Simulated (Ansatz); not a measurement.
BF2HS, SMILES FB(F)S: vertical energies of changing the electron count, run with Ansatz's Python interface.

`run_ip.py`:
```python
import ansatz as az

BASIS_SET = "def2-SVPD"
FUNCTIONAL = "pbe"


def single_point(molecule, charge=0, unpaired=0):
    calc = (
        molecule.calculation()
        .basis(gaussian=BASIS_SET)
        .functional(FUNCTIONAL)
    )
    if charge:
        calc = calc.charge(charge)
    if unpaired:
        calc = calc.spin("collinear", total=unpaired)
    return calc.run(threads=1, pin="off").report["free_energy_ev"]

GEOMETRY = """
F     0.93500   -1.55420    0.12700
B    -0.12450   -0.48590    0.24880
F    -0.90980   -0.36790    1.46090
S    -0.36900    0.72080   -1.17250
H     0.51810    1.61350   -0.70560
"""

system = az.Crystal.molecule()
for line in GEOMETRY.strip().splitlines():
    symbol, *xyz = line.split()
    system = system.atom(symbol, [float(v) for v in xyz])

parent = single_point(system, 0, 0)
cation = single_point(system, 1, 1)
print(f"E(N)   = {parent:.5f} eV")
print(f"E(N-1) = {cation:.5f} eV  (1 unpaired)")
print(f"vertical ionisation energy {cation - parent:.3f} eV")
anion = single_point(system, -1, 1)
print(f"E(N+1) = {anion:.5f} eV  (1 unpaired)")
print(f"vertical electron affinity {parent - anion:.3f} eV" + ("" if anion < parent else " (unbound in this basis)"))
print(f"fundamental gap IP - EA = {cation + anion - 2 * parent:.3f} eV")
```

What does it cost to change the electron count at this fixed geometry?

At this unrelaxed geometry removing an electron costs 10.69 eV and adding one releases 0.11 eV.

What the script printed:

```console
$ python run_ip.py
E(N)   = -16946.07971 eV
E(N-1) = -16935.38516 eV  (1 unpaired)
vertical ionisation energy 10.695 eV
E(N+1) = -16946.18659 eV  (1 unpaired)
vertical electron affinity 0.107 eV
fundamental gap IP - EA = 10.588 eV
```

Notes:
- Total energies depend on the basis set; only differences at equal settings carry meaning.
- The geometry is a force-field or estimated start, not a minimum of this method, and the basis set is short of its limit. All parts are taken at fixed geometry, without zero-point energy. At an unrelaxed start these energies can be a whole eV from those at the minimum, and a small affinity can change sign.
- Hardware and time: 15 s on 1 thread of Arm Neoverse V1, with other jobs on the host, peak memory 0.23 GiB.
